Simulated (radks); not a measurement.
# Valence configurations of Ar³⁺

The task here is to estimate one member of a computed series from the others.

Program: radks (a radial shooting solver on a logarithmic mesh, Libxc functionals) version 1. Level of theory: Dirac Kohn-Sham, PBE, spin-unpolarised, spherical densities, finite nucleus; open shells fill j = l - 1/2 first. These are calculated values, not measurements, unless marked.

### What is computed

| Property | Result |
| --- | --- |
| element | argon (Z = 18) |
| charge | +3 |
| electrons | 15 |
| configuration | [Ne] 3s2 3p3 |
| nuclear rms radius | 3.4274 fm |
| others tried | 3s1.5 3p3.5; 3s1 3p4; 3p5; 3s0.5 3p4.5 |

Set-up of the first run:

The run's settings:

```text
Z 18
configuration [Ne] 3s2 3p3
relativity Dirac
functional pbe,pbe
spin unpolarised
j_filling energy
nucleus finite rms 3.4274 fm
c 137.035999084
```

Among the steps run: [Ne] 3s2 3p3.

One table of the session follows, with a row left open; its other results are not shown here.

It belongs to the step «[Ne] 3s2 3p3». Sizes of the orbitals, from the radial functions (bohr):

```
level      <r>  outermost maximum (interpolated)  90 % within  nodes
1s1/2  0.08572                            0.0561        0.153      0
2s1/2   0.4132                             0.338        0.645      1
2p1/2   0.3740                             0.279        0.620      0
2p3/2   0.3764                             0.281        0.623      0
3s1/2    1.291                              1.13         1.92      2
3p1/2    1.393                              1.20         2.11      1
3p3/2        ?                                 ?            ?      ?
```

**Question.** Estimate the row for 3p3/2.

**Answer.** <r>: 1.399; outermost maximum (interpolated): 1.20; 90 % within: 2.12; nodes: 1. In the column «<r>» it is the highest.
